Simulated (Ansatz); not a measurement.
# F2HSSi radical: how energies converge with the basis set

The task here is to estimate one member of a computed series from the others.

The runs use Ansatz 0.2.0, Gaussian basis; one geometry, several basis sets.

Plan: PBE0-D4/def2-SVP; ωB97M-V/def2-SVP; PBE0-D4/def2-QZVPP; ωB97M-V/def2-QZVPP; the functionals' def2-TZVPP values are taken from earlier runs.

### Structure used throughout

All runs share one geometry, relaxed beforehand with PBE0-D4 in a triple-zeta def2 set.

SMILES `F[SiH](F)[S]`, 5 atoms, charge 0, spin multiplicity 2.

Atoms are counted from 1 here; the program's logs count them from 0.

Bond lengths: F1–Si2 1.583 Å, Si2–F3 1.583 Å, Si2–S4 2.103 Å, Si2–H5 1.474 Å. Angles: F1–Si2–F3 105.4°, F1–Si2–S4 111.9°, F1–Si2–H5 110.0°, F3–Si2–S4 111.9°, F3–Si2–H5 110.0°, S4–Si2–H5 107.6°.

The first run:

The input, in.yaml:

```yaml
crystal:
  periodic: [false, false, false]
  atoms:
    - {symbol: F, position_ang: [-0.294716, -0.440157, 1.515372]}
    - {symbol: Si, position_ang: [0.087429, 0.009969, 0.046794]}
    - {symbol: F, position_ang: [0.080601, 1.592526, 0.075626]}
    - {symbol: S, position_ang: [-1.256213, -0.752769, -1.380326]}
    - {symbol: H, position_ang: [1.432797, -0.483270, -0.298866]}
basis:
  gaussian: {orbitals: def2-SVP}
magnetization: {spin_polarized: true, initial_magnetization: 1}
hamiltonian: {xc: pbe0, dispersion: d4}
output: {orbitals: {seedname: orbitals}}
```

Among the steps run: PBE0-D4 in def2-SVP; ωB97M-V in def2-SVP; PBE0-D4 in def2-QZVPP; ωB97M-V in def2-QZVPP.

One of the session's tables, all rows but one given; the rest of the session is left out.

It belongs to the step «Density functionals: the series». 

| functional | basis | HOMO (eV) | LUMO (eV) |
| --- | --- | --- | --- |
| PBE0-D4 | def2-SVP | -8.07 | -5.24 |
| PBE0-D4 | def2-TZVPP | -8.21 | -5.29 |
| PBE0-D4 | def2-QZVPP | -8.24 | -5.31 |
| ωB97M-V | def2-SVP | -10.24 | -3.09 |
| ωB97M-V | def2-TZVPP | -10.41 | -3.25 |
| ωB97M-V | def2-QZVPP | ? | ? |

Q: Estimate the row for ωB97M-V, def2-QZVPP from the others.

The run gave: HOMO (eV): -10.45; LUMO (eV): -3.30. In the column «HOMO (eV)» it is the lowest.
